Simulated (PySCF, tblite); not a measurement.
**C5H6Cl2O: a rotation path, then NMR shifts on frames**

How do NMR shifts of C5H6Cl2O (`ClC(Cl)C1=CCOC1`) change as the atoms move?

The runs use tblite 0.8.0 and PySCF 2.14.0, with density-fitted response routines of our own; the level of theory stands in each step. All values are computed, except where a source is named. Atoms count from 0, in the outputs and in this text.

**1. The molecule as given**

14 atoms, charge 0, multiplicity 1; geometry from: GFN2-xTB.

Bonds of the start (Å): Cl0–C1 1.79, C1–Cl2 1.79, C1–C3 1.48, C3–C4 1.33, C4–C5 1.49, C5–O6 1.42, O6–C7 1.42, C7–C3 1.50, C1–H8 1.09, C4–H9 1.07, C5–H10 1.10, C5–H11 1.10, C7–H12 1.10, C7–H13 1.10.

**2. The rotation path with GFN2-xTB**

What the job is given:

```
{"job": {"kind": "neb", "xc": "GFN2-xTB", "basis": "xTB", "atoms": [2, 1, 3, 7], "turn": 120}, "charge": 0, "multiplicity": 1}
Cl     2.537724    -1.070780    -1.197980
C      1.878439    -0.145891     0.182305
Cl     2.603357     1.487943     0.185064
C      0.407216    -0.056570     0.085587
C     -0.495278    -0.502754     0.950210
C     -1.866763    -0.196060     0.444925
O     -1.678493     0.468317    -0.794448
C     -0.295355     0.589968    -1.076799
H      2.204399    -0.647566     1.095116
H     -0.323643    -1.010059     1.880311
H     -2.458753    -1.108770     0.288558
H     -2.421276     0.456525     1.134052
H     -0.027828     1.650640    -1.175007
H     -0.064425     0.084585    -2.024062
```

Method: GFN2-xTB climbing-image nudged elastic band, gas phase.

Run with:

```console
$ OMP_NUM_THREADS=1 python probes_run.py task.json out
```

This one command runs all jobs of the session in turn.

Log:

```text
image   E - E0 / eV
  0       0.0000
  1       0.0116
  2       0.0401
  3       0.0677
  4       0.0806
  5       0.0752
  6       0.0574
  7       0.0380
  8       0.0244
```

Run time: 3.3 s. Hardware: 1 thread of Arm Neoverse V1, shared host; peak memory 0.18 GiB.

The final band, with the dihedral Cl2–C1–C3–C7:

```csv
image,dihedral (°),energy (eV),energy (kcal/mol)
0,60,0.000,0.0
1,76,0.012,0.3
2,93,0.040,0.9
3,109,0.068,1.6
4,127,0.081,1.9
5,144,0.075,1.7
6,160,0.057,1.3
7,177,0.038,0.9
8,192,0.024,0.6
```

**3. NMR shieldings: image 0, PBE0/pcSseg-1**

What the job is given:

```
{"job": {"kind": "nmr", "xc": "PBE0", "basis": "pcSseg-1", "pop": false}, "charge": 0, "multiplicity": 1}
Cl     2.537700    -1.070800    -1.198000
C      1.878400    -0.145900     0.182300
Cl     2.603400     1.487900     0.185100
C      0.407200    -0.056600     0.085600
C     -0.495300    -0.502800     0.950200
C     -1.866800    -0.196100     0.444900
O     -1.678500     0.468300    -0.794400
C     -0.295400     0.590000    -1.076800
H      2.204400    -0.647600     1.095100
H     -0.323600    -1.010100     1.880300
H     -2.458800    -1.108800     0.288600
H     -2.421300     0.456500     1.134100
H     -0.027800     1.650600    -1.175000
H     -0.064400     0.084600    -2.024100
```

Method: GIAO PBE0/pcSseg-1 NMR shielding, non-relativistic, gas phase.

Log:

```text
coarse grid: 13488 points
cycle   1  E = -1188.9008700325  dE =  1.257e+00  |g| = 6.381e-01  |ddm| = 3.566e+00
cycle   2  E = -1188.7926031894  dE =  1.083e-01  |g| = 9.868e-01  |ddm| = 1.596e+00
cycle   3  E = -1188.9851330059  dE = -1.925e-01  |g| = 8.506e-02  |ddm| = 1.045e+00
cycle   4  E = -1188.9861132634  dE = -9.803e-04  |g| = 5.901e-02  |ddm| = 1.403e-01
cycle   5  E = -1188.9869276089  dE = -8.143e-04  |g| = 1.416e-02  |ddm| = 6.274e-02
cycle   6  E = -1188.9869695875  dE = -4.198e-05  |g| = 3.981e-03  |ddm| = 1.433e-02
cycle   7  E = -1188.9869732124  dE = -3.625e-06  |g| = 8.595e-04  |ddm| = 4.853e-03
final grid: 122976 points
cycle   8  E = -1189.0441173549  dE = -3.179e-05  |g| = 1.182e-02  |ddm| = 2.918e-02
cycle   9  E = -1189.0440902883  dE =  2.707e-05  |g| = 1.678e-02  |ddm| = 2.106e-02
cycle  10  E = -1189.0441433574  dE = -5.307e-05  |g| = 1.517e-03  |ddm| = 1.375e-02
cycle  11  E = -1189.0441437520  dE = -3.946e-07  |g| = 4.475e-04  |ddm| = 1.792e-03
cycle  12  E = -1189.0441437948  dE = -4.273e-08  |g| = 1.430e-04  |ddm| = 4.702e-04
cycle  13  E = -1189.0441437996  dE = -4.786e-09  |g| = 3.661e-05  |ddm| = 1.638e-04
cycle  14  E = -1189.0441437999  dE = -3.115e-10  |g| = 6.915e-06  |ddm| = 4.323e-05
converged SCF energy = -1189.0441437999

GIAO shielding tensors (ppm)
atom      isotropic    diamagn.    paramagn.     s11        s22        s33       span
  0 Cl     652.929    1145.167    -492.239    329.448    616.342   1012.997    683.549
  1 C      105.681     238.848    -133.167     72.139    117.902    127.003     54.864
  2 Cl     653.347    1145.166    -491.819    330.323    616.719   1012.999    682.675
  3 C       39.731     262.130    -222.399    -68.242     65.993    121.441    189.683
  4 C       54.688     252.990    -198.302    -32.860     62.148    134.775    167.635
  5 C      104.564     243.956    -139.392     63.882     98.135    151.674     87.792
  6 O      317.347     395.212     -77.866    219.983    326.192    405.865    185.882
  7 C      108.170     241.809    -133.639     68.692     96.936    158.884     90.191
  8 H       25.033      27.741      -2.708     21.712     23.893     29.494      7.783
  9 H       25.808      32.054      -6.246     23.831     24.859     28.733      4.902
 10 H       26.574      27.566      -0.992     22.481     24.991     32.250      9.769
 11 H       26.571      27.561      -0.990     22.477     24.990     32.247      9.771
 12 H       26.340      27.644      -1.304     21.308     27.147     30.563      9.256
 13 H       26.336      27.642      -1.306     21.310     27.133     30.564      9.254
```

It took 23 s on 1 thread of Arm Neoverse V1, shared host; peak memory 0.87 GiB.

The references, computed at this level on geometries of the same kind, shield at (ppm): ¹H TMS 31.72, ¹³C TMS 186.9, ¹⁷O H2O 336.1, ³⁵Cl HCl 950. Their shielding less the atom's gives the shift. The references are single molecules in the gas phase, so shifts against H2O, NH3, PH3, H3PO4 or CFCl3 are not on the usual liquid scales and can be off by tens of ppm. Each atom is listed at this fixed geometry, with no averaging over motion; a spectrum would average atoms that exchange fast.

```csv
atoms,environment,σ (ppm),δ (ppm)
C3,fully substituted alkene carbon,39.7,147.2
C4,alkene CH,54.7,132.2
C5,allylic sp3 CH2 bonded to O,104.6,82.4
C1,allylic sp3 CH bonded to 2 Cl,105.7,81.2
C7,allylic sp3 CH2 bonded to O,108.2,78.8
H8,hydrogen on an allylic sp3 CH bonded to 2 Cl,25.03,6.68
H9,hydrogen on an alkene CH,25.81,5.91
H13,hydrogen on an allylic sp3 CH2 bonded to O,26.34,5.38
H12,hydrogen on an allylic sp3 CH2 bonded to O,26.34,5.38
H11,hydrogen on an allylic sp3 CH2 bonded to O,26.57,5.15
H10,hydrogen on an allylic sp3 CH2 bonded to O,26.57,5.14
Cl0,chlorine bonded to C,653,297
Cl2,chlorine bonded to C,653,296
O6,ether oxygen,317.3,18.7
```

Ring of atoms C3, C4, C5, O6, C7: NICS(0) -4.3, NICS(1) -2.3, NICS(1)zz -3.5 ppm (means of both faces).

**4. NMR shieldings: image 2, PBE0/pcSseg-1**

What the job is given:

```
{"job": {"kind": "nmr", "xc": "PBE0", "basis": "pcSseg-1", "pop": false}, "charge": 0, "multiplicity": 1}
Cl     2.631200    -0.423000    -1.443700
C      1.880900    -0.181800     0.147200
Cl     2.538900     1.325400     0.872500
C      0.405400    -0.086600     0.055200
C     -0.484300    -0.383400     0.994600
C     -1.862200    -0.122000     0.480600
O     -1.692600     0.346900    -0.847700
C     -0.314900     0.420400    -1.164400
H      2.204700    -1.001300     0.791400
H     -0.300500    -0.752200     1.985800
H     -2.471600    -1.036500     0.474500
H     -2.391100     0.635200     1.076300
H     -0.038200     1.457300    -1.398400
H     -0.106400    -0.198800    -2.046000
```

Level: GIAO PBE0/pcSseg-1 NMR shielding, non-relativistic, gas phase.

Log:

```text
coarse grid: 13488 points
cycle   1  E = -1188.8974712359  dE =  1.262e+00  |g| = 6.404e-01  |ddm| = 3.583e+00
cycle   2  E = -1188.7858733588  dE =  1.116e-01  |g| = 9.952e-01  |ddm| = 1.653e+00
cycle   3  E = -1188.9822826128  dE = -1.964e-01  |g| = 8.857e-02  |ddm| = 1.087e+00
cycle   4  E = -1188.9833488109  dE = -1.066e-03  |g| = 6.158e-02  |ddm| = 1.454e-01
cycle   5  E = -1188.9842372350  dE = -8.884e-04  |g| = 1.425e-02  |ddm| = 6.431e-02
cycle   6  E = -1188.9842796915  dE = -4.246e-05  |g| = 4.007e-03  |ddm| = 1.472e-02
cycle   7  E = -1188.9842833717  dE = -3.680e-06  |g| = 8.380e-04  |ddm| = 4.946e-03
final grid: 122976 points
cycle   8  E = -1189.0411276670  dE = -3.484e-05  |g| = 1.140e-02  |ddm| = 3.563e-02
cycle   9  E = -1189.0411028184  dE =  2.485e-05  |g| = 1.611e-02  |ddm| = 2.099e-02
cycle  10  E = -1189.0411518025  dE = -4.898e-05  |g| = 1.481e-03  |ddm| = 1.359e-02
cycle  11  E = -1189.0411521755  dE = -3.730e-07  |g| = 4.396e-04  |ddm| = 1.782e-03
cycle  12  E = -1189.0411522164  dE = -4.094e-08  |g| = 1.420e-04  |ddm| = 4.610e-04
cycle  13  E = -1189.0411522211  dE = -4.730e-09  |g| = 3.813e-05  |ddm| = 1.650e-04
cycle  14  E = -1189.0411522215  dE = -3.247e-10  |g| = 6.398e-06  |ddm| = 4.323e-05
converged SCF energy = -1189.0411522215

GIAO shielding tensors (ppm)
atom      isotropic    diamagn.    paramagn.     s11        s22        s33       span
  0 Cl     689.348    1145.167    -455.819    424.005    635.541   1008.497    584.492
  1 C      106.311     238.379    -132.068     70.228    118.542    130.163     59.935
  2 Cl     596.594    1145.161    -548.567    192.834    587.283   1009.664    816.830
  3 C       38.811     261.724    -222.913    -68.311     66.742    118.003    186.313
  4 C       52.518     252.875    -200.356    -41.248     60.335    138.469    179.717
  5 C      103.174     244.002    -140.828     60.970     97.284    151.267     90.297
  6 O      314.969     395.172     -80.203    222.779    319.994    402.135    179.357
  7 C      105.999     241.364    -135.365     64.912     94.266    158.819     93.908
  8 H       24.931      27.328      -2.397     21.505     24.090     29.199      7.695
  9 H       25.782      31.999      -6.217     23.540     24.786     29.019      5.480
 10 H       26.482      27.578      -1.096     22.373     25.007     32.067      9.694
 11 H       26.507      27.565      -1.058     22.457     25.015     32.049      9.592
 12 H       26.368      27.583      -1.215     21.831     27.345     29.929      8.098
 13 H       26.343      27.764      -1.421     20.805     27.245     30.978     10.173
```

It took 23 s on 1 thread of Arm Neoverse V1, shared host; peak memory 0.89 GiB.

Key values: δ C3 148.1, C4 134.4, C5 83.8, C7 80.9, H8 6.79, H9 5.94 ppm.

**5. Shielding tensors: image 4, PBE0/pcSseg-1**

What the job is given:

```
{"job": {"kind": "nmr", "xc": "PBE0", "basis": "pcSseg-1", "pop": false}, "charge": 0, "multiplicity": 1}
Cl     2.659700     0.278400    -1.421200
C      1.886100    -0.177600     0.112400
Cl     2.510300     0.879300     1.416500
C      0.404600    -0.076600     0.040400
C     -0.468900    -0.239600     1.025900
C     -1.856100    -0.059100     0.502400
O     -1.709300     0.202100    -0.885200
C     -0.337900     0.248800    -1.227600
H      2.223700    -1.189800     0.349900
H     -0.266000    -0.457500     2.057000
H     -2.467800    -0.960900     0.641600
H     -2.372000     0.781200     0.988500
H     -0.075700     1.248900    -1.599100
H     -0.131400    -0.478000    -2.023700
```

Level: GIAO PBE0/pcSseg-1 NMR shielding, non-relativistic, gas phase.

Log:

```text
coarse grid: 13488 points
cycle   1  E = -1188.8931014693  dE =  1.268e+00  |g| = 6.441e-01  |ddm| = 3.590e+00
cycle   2  E = -1188.7760780506  dE =  1.170e-01  |g| = 1.008e+00  |ddm| = 1.692e+00
cycle   3  E = -1188.9787026978  dE = -2.026e-01  |g| = 9.464e-02  |ddm| = 1.120e+00
cycle   4  E = -1188.9799606998  dE = -1.258e-03  |g| = 6.482e-02  |ddm| = 1.534e-01
cycle   5  E = -1188.9809461768  dE = -9.855e-04  |g| = 1.416e-02  |ddm| = 6.647e-02
cycle   6  E = -1188.9809878000  dE = -4.162e-05  |g| = 4.039e-03  |ddm| = 1.525e-02
cycle   7  E = -1188.9809915190  dE = -3.719e-06  |g| = 7.961e-04  |ddm| = 5.078e-03
final grid: 122976 points
cycle   8  E = -1189.0383002724  dE = -3.452e-05  |g| = 1.149e-02  |ddm| = 3.491e-02
cycle   9  E = -1189.0382750908  dE =  2.518e-05  |g| = 1.626e-02  |ddm| = 2.150e-02
cycle  10  E = -1189.0383248178  dE = -4.973e-05  |g| = 1.494e-03  |ddm| = 1.394e-02
cycle  11  E = -1189.0383251972  dE = -3.794e-07  |g| = 4.571e-04  |ddm| = 1.814e-03
cycle  12  E = -1189.0383252417  dE = -4.447e-08  |g| = 1.510e-04  |ddm| = 4.845e-04
cycle  13  E = -1189.0383252471  dE = -5.354e-09  |g| = 3.887e-05  |ddm| = 1.755e-04
cycle  14  E = -1189.0383252474  dE = -3.502e-10  |g| = 6.436e-06  |ddm| = 4.743e-05
converged SCF energy = -1189.0383252474

GIAO shielding tensors (ppm)
atom      isotropic    diamagn.    paramagn.     s11        s22        s33       span
  0 Cl     694.429    1145.129    -450.699    411.107    651.389   1020.792    609.685
  1 C      105.429     237.964    -132.535     64.278    120.747    131.262     66.984
  2 Cl     595.415    1145.373    -549.958    217.736    562.234   1006.276    788.540
  3 C       37.632     261.913    -224.281    -63.576     66.610    109.860    173.436
  4 C       49.872     252.694    -202.822    -50.192     58.385    141.423    191.615
  5 C      102.087     244.106    -142.019     58.729     96.507    151.025     92.296
  6 O      310.741     395.233     -84.493    218.796    314.236    399.191    180.395
  7 C      103.665     240.889    -137.224     61.527     91.881    157.586     96.059
  8 H       24.844      26.533      -1.689     21.191     24.373     28.966      7.775
  9 H       25.671      31.851      -6.180     23.075     24.593     29.345      6.270
 10 H       26.461      27.629      -1.168     22.322     25.065     31.997      9.675
 11 H       26.376      27.618      -1.242     22.422     25.080     31.625      9.202
 12 H       26.259      27.659      -1.401     21.196     27.202     30.378      9.182
 13 H       26.549      27.840      -1.290     21.421     27.872     30.355      8.934
```

It took 23 s on 1 thread of Arm Neoverse V1, shared host; peak memory 0.89 GiB.

In short: δ C3 149.3, C4 137.1, C5 84.8, C7 83.3, H8 6.87, H9 6.05 ppm.

**6. NMR shieldings: image 6, PBE0/pcSseg-1**

What the job is given:

```
{"job": {"kind": "nmr", "xc": "PBE0", "basis": "pcSseg-1", "pop": false}, "charge": 0, "multiplicity": 1}
Cl     2.647600     0.926200    -1.123800
C      1.887200    -0.154400     0.081500
Cl     2.496800     0.264400     1.698100
C      0.407000    -0.057300     0.033300
C     -0.454200    -0.085100     1.041100
C     -1.848400     0.003000     0.514800
O     -1.720100     0.058600    -0.898200
C     -0.352600     0.074100    -1.261900
H      2.245700    -1.163100    -0.143700
H     -0.237100    -0.157700     2.088800
H     -2.449900    -0.873200     0.791600
H     -2.363700     0.901600     0.882300
H     -0.111100     1.016000    -1.772700
H     -0.147900    -0.753600    -1.953500
```

Method: GIAO PBE0/pcSseg-1 NMR shielding, non-relativistic, gas phase.

Log:

```text
coarse grid: 13488 points
cycle   1  E = -1188.8970519054  dE =  1.269e+00  |g| = 6.427e-01  |ddm| = 3.599e+00
cycle   2  E = -1188.7803090701  dE =  1.167e-01  |g| = 1.006e+00  |ddm| = 1.648e+00
cycle   3  E = -1188.9821757538  dE = -2.019e-01  |g| = 9.540e-02  |ddm| = 1.100e+00
cycle   4  E = -1188.9834762903  dE = -1.301e-03  |g| = 6.462e-02  |ddm| = 1.557e-01
cycle   5  E = -1188.9844570078  dE = -9.807e-04  |g| = 1.388e-02  |ddm| = 6.743e-02
cycle   6  E = -1188.9844965891  dE = -3.958e-05  |g| = 4.026e-03  |ddm| = 1.526e-02
cycle   7  E = -1188.9845002292  dE = -3.640e-06  |g| = 8.059e-04  |ddm| = 5.111e-03
final grid: 122976 points
cycle   8  E = -1189.0412338004  dE = -3.242e-05  |g| = 1.160e-02  |ddm| = 3.427e-02
cycle   9  E = -1189.0412082912  dE =  2.551e-05  |g| = 1.641e-02  |ddm| = 2.141e-02
cycle  10  E = -1189.0412585069  dE = -5.022e-05  |g| = 1.493e-03  |ddm| = 1.384e-02
cycle  11  E = -1189.0412588840  dE = -3.771e-07  |g| = 4.385e-04  |ddm| = 1.777e-03
cycle  12  E = -1189.0412589249  dE = -4.089e-08  |g| = 1.460e-04  |ddm| = 4.792e-04
cycle  13  E = -1189.0412589299  dE = -5.033e-09  |g| = 3.800e-05  |ddm| = 1.728e-04
cycle  14  E = -1189.0412589303  dE = -3.320e-10  |g| = 6.452e-06  |ddm| = 4.694e-05
converged SCF energy = -1189.0412589303

GIAO shielding tensors (ppm)
atom      isotropic    diamagn.    paramagn.     s11        s22        s33       span
  0 Cl     672.993    1145.185    -472.192    387.504    618.983   1012.493    624.989
  1 C      105.052     238.387    -133.335     63.269    122.434    129.452     66.183
  2 Cl     662.045    1145.561    -483.517    383.078    588.865   1014.191    631.113
  3 C       39.640     262.223    -222.583    -56.319     67.348    107.890    164.209
  4 C       47.704     252.309    -204.606    -45.351     52.117    136.345    181.695
  5 C      103.808     244.136    -140.328     63.511     97.378    150.534     87.023
  6 O      307.215     395.236     -88.021    204.090    315.821    401.735    197.645
  7 C      104.671     241.656    -136.985     65.424     93.350    155.239     89.814
  8 H       25.114      26.312      -1.199     21.172     24.578     29.591      8.419
  9 H       25.411      31.732      -6.320     23.121     23.687     29.427      6.307
 10 H       26.568      27.624      -1.056     22.385     25.219     32.099      9.714
 11 H       26.463      27.615      -1.152     22.505     25.223     31.662      9.158
 12 H       26.392      27.814      -1.422     21.101     27.214     30.862      9.762
 13 H       26.761      28.084      -1.324     22.005     27.944     30.333      8.329
```

Run time: 23 s. Hardware: 1 thread of Arm Neoverse V1, shared host; peak memory 0.89 GiB.

Key values: δ C3 147.3, C4 139.2, C5 83.1, C7 82.3, H8 6.60, H9 6.31 ppm.

**7. Shielding tensors: image 8, PBE0/pcSseg-1**

What the job is given:

```
{"job": {"kind": "nmr", "xc": "PBE0", "basis": "pcSseg-1", "pop": false}, "charge": 0, "multiplicity": 1}
Cl     2.527000     1.444600    -0.572400
C      1.889300    -0.120500     0.044600
Cl     2.538500    -0.410600     1.666800
C      0.410000    -0.077500     0.036600
C     -0.444400     0.047700     1.043100
C     -1.840400     0.076700     0.512700
O     -1.721400    -0.132400    -0.887100
C     -0.357400    -0.121900    -1.261200
H      2.288800    -0.893500    -0.616400
H     -0.224500     0.118500     2.091000
H     -2.469600    -0.713500     0.940700
H     -2.322600     1.045700     0.710700
H     -0.137600     0.758800    -1.883100
H     -0.136400    -1.022600    -1.848000
```

Level: GIAO PBE0/pcSseg-1 NMR shielding, non-relativistic, gas phase.

Log:

```text
coarse grid: 13488 points
cycle   1  E = -1188.8987931704  dE =  1.262e+00  |g| = 6.408e-01  |ddm| = 3.581e+00
cycle   2  E = -1188.7843199134  dE =  1.145e-01  |g| = 1.000e+00  |ddm| = 1.599e+00
cycle   3  E = -1188.9835233303  dE = -1.992e-01  |g| = 9.415e-02  |ddm| = 1.059e+00
cycle   4  E = -1188.9847684018  dE = -1.245e-03  |g| = 6.433e-02  |ddm| = 1.500e-01
cycle   5  E = -1188.9857412865  dE = -9.729e-04  |g| = 1.394e-02  |ddm| = 6.588e-02
cycle   6  E = -1188.9857814493  dE = -4.016e-05  |g| = 4.023e-03  |ddm| = 1.540e-02
cycle   7  E = -1188.9857850685  dE = -3.619e-06  |g| = 8.294e-04  |ddm| = 5.119e-03
final grid: 122976 points
cycle   8  E = -1189.0424857119  dE = -3.208e-05  |g| = 1.171e-02  |ddm| = 3.337e-02
cycle   9  E = -1189.0424596154  dE =  2.610e-05  |g| = 1.658e-02  |ddm| = 2.136e-02
cycle  10  E = -1189.0425110043  dE = -5.139e-05  |g| = 1.487e-03  |ddm| = 1.364e-02
cycle  11  E = -1189.0425113779  dE = -3.736e-07  |g| = 4.317e-04  |ddm| = 1.744e-03
cycle  12  E = -1189.0425114174  dE = -3.943e-08  |g| = 1.429e-04  |ddm| = 4.721e-04
cycle  13  E = -1189.0425114222  dE = -4.819e-09  |g| = 3.811e-05  |ddm| = 1.670e-04
cycle  14  E = -1189.0425114225  dE = -3.415e-10  |g| = 6.636e-06  |ddm| = 4.525e-05
converged SCF energy = -1189.0425114225

GIAO shielding tensors (ppm)
atom      isotropic    diamagn.    paramagn.     s11        s22        s33       span
  0 Cl     627.041    1145.173    -518.133    363.628    508.923   1008.571    644.942
  1 C      107.581     238.860    -131.279     69.847    122.838    130.059     60.213
  2 Cl     684.294    1145.481    -461.186    391.903    642.148   1018.832    626.930
  3 C       39.608     261.917    -222.309    -59.475     61.311    116.987    176.462
  4 C       48.584     252.016    -203.432    -45.178     50.131    140.799    185.976
  5 C      104.604     244.328    -139.724     65.521     97.914    150.378     84.857
  6 O      308.209     395.167     -86.959    204.171    316.530    403.925    199.754
  7 C      105.862     242.407    -136.545     66.891     96.396    154.299     87.407
  8 H       25.499      26.855      -1.357     21.383     24.885     30.228      8.845
  9 H       25.160      31.539      -6.379     22.734     23.598     29.149      6.415
 10 H       26.529      27.601      -1.072     22.350     25.263     31.973      9.622
 11 H       26.612      27.624      -1.012     22.577     25.309     31.950      9.373
 12 H       26.593      28.015      -1.422     21.823     27.611     30.345      8.522
 13 H       26.869      28.340      -1.471     22.382     27.429     30.796      8.414
```

It took 22 s on 1 thread of Arm Neoverse V1, shared host; peak memory 0.89 GiB.

In short: δ C3 147.3, C4 138.3, C5 82.3, C7 81.1, H9 6.56, H8 6.22 ppm.

**8. Comparing the runs: NMR shifts**

Shifts (ppm) of some atoms, chosen among heavy atoms and hydrogens apart, with basis size and wall time:

```
  frame     C4    C7    H8    H9  Cl0  Cl2    O6  functions  time
image 0  132.2  78.8  6.68  5.91  297  296  18.7        180  23 s
image 2  134.4  80.9  6.79  5.94  260  353  21.1        180  23 s
image 4  137.1  83.3  6.87  6.05  255  354  25.3        180  23 s
image 6  139.2  82.3  6.60  6.31  277  288  28.9        180  23 s
image 8  138.3  81.1  6.22  6.56  323  265  27.9        180  22 s
```

**9. Summary of results**

| quantity | value |
| --- | --- |
| barrier | 0.081 eV (1.9 kcal/mol) at image 4 |
| end to end (GFN2-xTB) | 0.024 eV |
| ¹³C shifts against TMS (PBE0/pcSseg-1, image 0) | 147.2, 132.2, 82.4, 81.2, 78.8 ppm |
| ¹H shifts against TMS (PBE0/pcSseg-1, image 0) | 6.68, 5.91, 5.38, 5.38, 5.15, 5.14 ppm |
| ³⁵Cl shifts against HCl (PBE0/pcSseg-1, image 0) | 297, 296 ppm |
| ¹⁷O shifts against H2O (PBE0/pcSseg-1, image 0) | 18.7 ppm |
| range of the shift of Cl2 | 265 to 354 ppm |

What this shows: Along the band the dihedral turns by 132°, and the top (dihedral 127°) lies 1.9 kcal/mol above the start (GFN2-xTB, rough), so at room temperature this motion is fast. Ends this close can change order at a higher level. The top was not checked by a frequency run. C1 stands next to heavy halogen, whose spin-orbit shielding this run leaves out, so the computed shift lies too far downfield, most of all for carbon beside Br or I. Shifts at one fixed geometry are not the observed spectrum, which averages over the motion. In ppm, Cl2 moves most: its shift spreads over 89 ppm, from 265 (image 8) to 354 (image 4).
